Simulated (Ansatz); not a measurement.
# Si₄Ge₂H₁₂: small, medium and large basis sets

An exercise on one series of results from a longer session: the logs are not shown, and one member is left open.

Method: one geometry, several basis sets; program: Ansatz 0.2.0, Gaussian basis.

Levels to be run: PBE0-D4/def2-SVP; ωB97M-V/def2-SVP; PBE0-D4/def2-QZVPP; ωB97M-V/def2-QZVPP; the functionals' def2-TZVPP values are taken from earlier runs.

**Structure used throughout**

All runs share one geometry, relaxed beforehand with PBE0-D4 in a triple-zeta def2 set.

SMILES `[SiH2]1[SiH2][GeH2][SiH2][SiH2][GeH2]1`, 18 atoms, charge 0, spin multiplicity 1.

Atoms are counted from 1 here; the program's logs count them from 0.

Bond lengths: Si1–Si2 2.334 Å, Si1–Ge6 2.387 Å, Si1–H7 1.489 Å, Si1–H8 1.490 Å, Si2–Ge3 2.388 Å, Si2–H9 1.490 Å, Si2–H10 1.489 Å, Ge3–Si4 2.388 Å, Ge3–H11 1.541 Å, Ge3–H12 1.541 Å, Si4–Si5 2.334 Å, Si4–H13 1.489 Å, Si4–H14 1.490 Å, Si5–Ge6 2.388 Å, Si5–H15 1.490 Å, Si5–H16 1.489 Å, Ge6–H17 1.541 Å, Ge6–H18 1.541 Å. Angles: Si2–Si1–Ge6 108.0°, Si2–Si1–H7 112.6°, Si2–Si1–H8 108.7°, Ge6–Si1–H7 110.4°, Ge6–Si1–H8 108.7°, H7–Si1–H8 108.3°, Si1–Si2–Ge3 108.0°, Si1–Si2–H9 108.7°, Si1–Si2–H10 112.6°, Ge3–Si2–H9 108.7°, Ge3–Si2–H10 110.4°, H9–Si2–H10 108.3°, Si2–Ge3–Si4 110.8°, Si2–Ge3–H11 109.4°, Si2–Ge3–H12 109.7°, Si4–Ge3–H11 109.7°, Si4–Ge3–H12 109.4°, H11–Ge3–H12 107.8° and more.

The first run:

File in.yaml:

```yaml
crystal:
  periodic: [false, false, false]
  atoms:
    - {symbol: Si, position_ang: [0.267058, 2.076641, -0.630293]}
    - {symbol: Si, position_ang: [1.978906, 0.851096, 0.378087]}
    - {symbol: Ge, position_ang: [1.800292, -1.411801, -0.362064]}
    - {symbol: Si, position_ang: [-0.486396, -2.020865, -0.679357]}
    - {symbol: Si, position_ang: [-1.760366, -0.907151, 0.928724]}
    - {symbol: Ge, position_ang: [-1.799257, 1.412522, 0.364412]}
    - {symbol: H, position_ang: [0.458796, 3.547355, -0.495413]}
    - {symbol: H, position_ang: [0.229416, 1.741076, -2.081653]}
    - {symbol: H, position_ang: [1.787323, 0.888122, 1.855380]}
    - {symbol: H, position_ang: [3.331066, 1.393062, 0.068413]}
    - {symbol: H, position_ang: [2.570979, -1.579257, -1.685997]}
    - {symbol: H, position_ang: [2.440488, -2.351181, 0.678364]}
    - {symbol: H, position_ang: [-0.643434, -3.500252, -0.610470]}
    - {symbol: H, position_ang: [-0.919334, -1.567110, -2.031069]}
    - {symbol: H, position_ang: [-1.100734, -1.065855, 2.255438]}
    - {symbol: H, position_ang: [-3.147546, -1.439603, 1.029837]}
    - {symbol: H, position_ang: [-2.049143, 2.251445, 1.632708]}
    - {symbol: H, position_ang: [-2.958125, 1.681765, -0.615027]}
basis:
  gaussian: {orbitals: def2-SVP}
hamiltonian: {xc: pbe0, dispersion: d4}
output: {orbitals: {seedname: orbitals}}
```

Among the steps run: PBE0-D4 in def2-SVP; ωB97M-V in def2-SVP; PBE0-D4 in def2-QZVPP; ωB97M-V in def2-QZVPP.

One table of the session follows, with a row left open; its other results are not shown here.

It belongs to the step «Functionals by basis». 

| functional | basis | HOMO (eV) |
| --- | --- | --- |
| PBE0-D4 | def2-SVP | ? |
| PBE0-D4 | def2-TZVPP | -7.65 |
| PBE0-D4 | def2-QZVPP | -7.65 |
| ωB97M-V | def2-SVP | -9.59 |
| ωB97M-V | def2-TZVPP | -9.59 |
| ωB97M-V | def2-QZVPP | -9.58 |

Q: Estimate the row for PBE0-D4, def2-SVP from the others.

**Answer.** HOMO (eV): -7.70. In the column «HOMO (eV)» it lies between ωB97M-V, def2-QZVPP (-9.58) and PBE0-D4, def2-TZVPP (-7.65).
